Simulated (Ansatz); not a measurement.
**Sc3SbP2: from a guess to a relaxed structure**

Where does this trial cell of Sc3SbP2 go when cell and atoms are let free?

Computed with Ansatz 0.2.0 (DFT PBE, scalar-relativistic, plane waves, PAW, unless a step's input says otherwise).

## Step 1: The structure to begin with

Symmetry: R3m, No. 160, trigonal system. The conventional cell has a = 3.772 Å, b = 3.772 Å, c = 30.403 Å, α = 90.00°, β = 90.00°, γ = 120.00°. Around Sc (site symmetry 3m) lie 3 P at 2.62 Å. Sc (site symmetry 3m) has 6 P at 2.66 to 2.67 Å in its first shell of neighbours. Sc (site symmetry 3m) is surrounded by 3 P at 2.60 Å. Sb (site symmetry 3m) has 6 Sc at 3.00 to 3.04 Å in its first shell of neighbours. P (site symmetry 3m) is surrounded by 6 Sc at 2.62 to 2.66 Å. P (site symmetry 3m) is surrounded by 6 Sc at 2.60 to 2.67 Å.

Structure file:

```
CELL_PARAMETERS angstrom
1.88616 1.08898 10.13426
-1.88616 1.08898 10.13426
0.00000 -2.17795 10.13426
ATOMIC_POSITIONS crystal
Sc 0.12457 0.12457 0.12457
Sc 0.55605 0.55605 0.55605
Sc 0.98700 0.98700 0.98700
Sb 0.72159 0.72159 0.72159
P 0.83943 0.83943 0.83943
P 0.27376 0.27376 0.27376
```

The start is the relaxed end of an invented cell (made as: species swapped into a database cell of Al3Ni2Pt (P4/mmm, No. 123)), taken up again for a closer look.

## Step 2: A first look at the guess

Input file input.yaml:

```yaml
crystal:
  lattice:
    - [1.8861629, 1.0889767, 10.1342568]
    - [-1.8861629, 1.0889767, 10.1342568]
    - [0.0, -2.1779533, 10.1342568]
  atoms:
    - { symbol: Sc, position: [0.12457, 0.12457, 0.12457] }
    - { symbol: Sc, position: [0.556049, 0.556049, 0.556049] }
    - { symbol: Sc, position: [0.987001, 0.987001, 0.987001] }
    - { symbol: Sb, position: [0.721587, 0.721587, 0.721587] }
    - { symbol: P, position: [0.839427, 0.839427, 0.839427] }
    - { symbol: P, position: [0.273759, 0.273759, 0.273759] }
basis:
  ecutwfc: 420
kpoints:
  mp_grid: { grid: [6, 6, 6] }
hamiltonian:
  xc: pbe
scf:
  occupations: { method: gaussian, width: 0.1 }
  lower_state_search: "off"
output:
  forces: true
  stress: true
  eigenvalues: true
```

Started as:

```console
$ ansatz run input.yaml --threads 4 --pin off --max-ram 8192MiB --backend cpu --events-out ev --progress --plain --runs-dir out
```

Further runs follow: spin check on a coarse mesh; relaxation on the finer mesh.

Q: Predict the outcome of this session. Wanted: conventional cell; volume; energy over the elements, black P; gap on the mesh.

**Answer**, as computed:

```
                              quantity                                                                        value
symmetry at the end (tolerance 0.05 Å)                                                    space group R3m (No. 160)
                     conventional cell  a = 3.772 Å, b = 3.772 Å, c = 30.403 Å, α = 90.00°, β = 90.00°, γ = 120.00°
                                volume                                                                20.82 Å³/atom
     energy over the elements, black P                                                                -1.27 eV/atom
                       gap on the mesh                                                                 none (metal)
```

In words: The space group R3m (No. 160) is kept, at nearly the size of the first guess. It lies below the elements, which doesn't yet make it stable: competing phases were not computed in this session. No finished test with a distortion of lower symmetry is shown, so the end may be a saddle point. Spin-orbit coupling is left out for Sb. Other magnetic orders were not searched.
